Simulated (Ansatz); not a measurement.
# CH5BF2Si: a nudged elastic band in two tries

The task is a band of images between two relaxed ends. SMILES of the start: FB(F)C[SiH3].

All numbers below are computed with Ansatz 0.2.0 (RKS r2SCAN-D4/def2-SVP).

## Step 1: The system as given

Bond lengths: F1–B2 1.328 Å, B2–F3 1.328 Å, B2–C4 1.550 Å, C4–Si5 1.895 Å, C4–H6 1.102 Å, C4–H7 1.102 Å, Si5–H8 1.493 Å, Si5–H9 1.493 Å, Si5–H10 1.493 Å. Angles (14 of 15 angles, heavy atoms first): F1–B2–F3 116.2°, F1–B2–C4 121.9°, F3–B2–C4 121.9°, B2–C4–Si5 111.3°, B2–C4–H6 111.1°, B2–C4–H7 111.1°, Si5–C4–H6 107.0°, Si5–C4–H7 107.0°, C4–Si5–H8 110.0°, C4–Si5–H9 110.1°, C4–Si5–H10 110.0°, H6–C4–H7 109.3°, H8–Si5–H9 109.0°, H8–Si5–H10 108.8°.

Structure file:

```xyz
10

F     1.4962   -1.6107   -1.1072
B     0.2512   -1.3535   -0.7239
F    -0.4648   -2.3965   -0.3213
C    -0.3170    0.0883   -0.7012
Si    0.0247    0.9360    0.9591
H    -1.4102    0.0855   -0.8429
H     0.1504    0.7104   -1.4820
H    -0.6003    0.1564    2.0686
H    -0.5434    2.3166    0.9556
H     1.4962    1.0164    1.1981
```

## Step 2: First try

Contents of input.yaml:

```yaml
crystal:
  periodic: [false, false, false]
  atoms:
    - { symbol: F, position_ang: [1.49619, -1.610677, -1.107195] }
    - { symbol: B, position_ang: [0.251243, -1.353483, -0.723915] }
    - { symbol: F, position_ang: [-0.464823, -2.39655, -0.321251] }
    - { symbol: C, position_ang: [-0.316986, 0.08828, -0.701211] }
    - { symbol: Si, position_ang: [0.024659, 0.935977, 0.9591] }
    - { symbol: H, position_ang: [-1.410168, 0.085488, -0.842876] }
    - { symbol: H, position_ang: [0.150433, 0.710443, -1.482015] }
    - { symbol: H, position_ang: [-0.600316, 0.156381, 2.06865] }
    - { symbol: H, position_ang: [-0.543377, 2.316624, 0.95559] }
    - { symbol: H, position_ang: [1.496244, 1.016417, 1.198123] }
basis:
  gaussian: { orbitals: def2-SVP }
hamiltonian:
  xc: r2scan
  dispersion: d4
neb:
  order_check: false
  images: 0
  f_tol: 0.05
  max_iterations: 8
  initial_path: idpp
  climbing: false
  final_atoms:
    - { symbol: F, position_ang: [1.50747464, -0.94269138, -1.69408754] }
    - { symbol: B, position_ang: [0.48017145, -1.18363918, -0.8885138] }
    - { symbol: F, position_ang: [0.41513346, -2.40598861, -0.37483599] }
    - { symbol: C, position_ang: [-0.55514235, -0.08717245, -0.53083361] }
    - { symbol: Si, position_ang: [-0.00147649, 0.91586672, 0.9785721] }
    - { symbol: H, position_ang: [-1.53319191, -0.53140824, -0.28344478] }
    - { symbol: H, position_ang: [-0.67853692, 0.62626429, -1.36229319] }
    - { symbol: H, position_ang: [-1.02384294, 1.95239115, 1.30893174] }
    - { symbol: H, position_ang: [1.29931557, 1.59077813, 0.69346707] }
    - { symbol: H, position_ang: [0.17319448, 0.01449958, 2.15603799] }
```

On the command line:

```bash
ansatz run input.yaml --threads 2 --pin off --max-ram 3072MiB --backend cpu --events-out ev --progress --plain --runs-dir out
```

What does the calculation give? Wanted: first try.

The runs gave:

| quantity | value |
| --- | --- |
| first try | refused |
| cause | the band is given no inner image |

In words: The fault in the first input was caught at the input check and cost nothing.
